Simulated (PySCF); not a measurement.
# H3LaO3 (La(OH)3): the cost of one run

Program: PySCF 2.14.0. Level of theory: PBE0, La def2-SVP with ECP46, O def2-SVP, H def2-SVP; scalar-relativistic core potentials, no spin–orbit coupling. These are calculated values, not measurements.

1 further run of the same task is left out (for a known fault of the program).

## 1. The system as given

7 atoms, charge 0, spin multiplicity 1.

Bond lengths: La1–O2 2.182 Å, La1–O4 2.182 Å, La1–O6 2.182 Å, O2–H3 0.957 Å, O4–H5 0.957 Å, O6–H7 0.957 Å. Angles: O2–La1–O4 115.9°, O2–La1–O6 115.9°, O4–La1–O6 115.9°, La1–O2–H3 171.2°, La1–O4–H5 171.2°, La1–O6–H7 171.2°.

As a file:

```xyz
7
charge 0, multiplicity 1
La    0.00000    0.00000   -0.38452
O     2.13566   -0.00001    0.06349
H     3.03134   -0.00001    0.40168
O    -1.06782    1.84954    0.06349
H    -1.51566    2.62522    0.40168
O    -1.06784   -1.84953    0.06349
H    -1.51568   -2.62521    0.40168
```

Formal oxidation states: La +3. An earlier session relaxed this geometry at PBE0, La def2-SVP with ECP46, O def2-SVP, H def2-SVP (singlet, point group C3v).

Its energy there is -258.808730 Eh.

## 2. One electron removed, multiplicity 2

File run.py (the lines that set the calculation):

```python
mol = gto.M(atom='''
La     0.00000     0.00000    -0.38452
O      2.13566    -0.00001     0.06349
H      3.03134    -0.00001     0.40168
O     -1.06782     1.84954     0.06349
H     -1.51566     2.62522     0.40168
O     -1.06784    -1.84953     0.06349
H     -1.51568    -2.62521     0.40168''',
    basis={'La': 'def2-SVP', 'O': 'def2-SVP', 'H': 'def2-SVP'},
    ecp={'La': 'def2-SVP'},
    charge=1, spin=1)
mf = dft.UKS(mol, xc='PBE0')
mf.grids.atom_grid = (50, 194)  # f atoms: unpruned, at least (60, 302)
mf = mf.density_fit()  # fitting sets: La def2-universal-JKFIT, O def2-universal-JKFIT, H def2-universal-JKFIT
mf.conv_tol = 1e-08; mf.max_cycle = 55
mf.kernel(dm0)  # dm0: the density of the relaxed state
```

The run is started by

```sh
OMP_NUM_THREADS=2 python run.py
```

**Question.** How long does this run take on 2 threads of Intel Xeon at 2.50GHz (Skylake/Cascade Lake), shared host?

About 6.7 s.
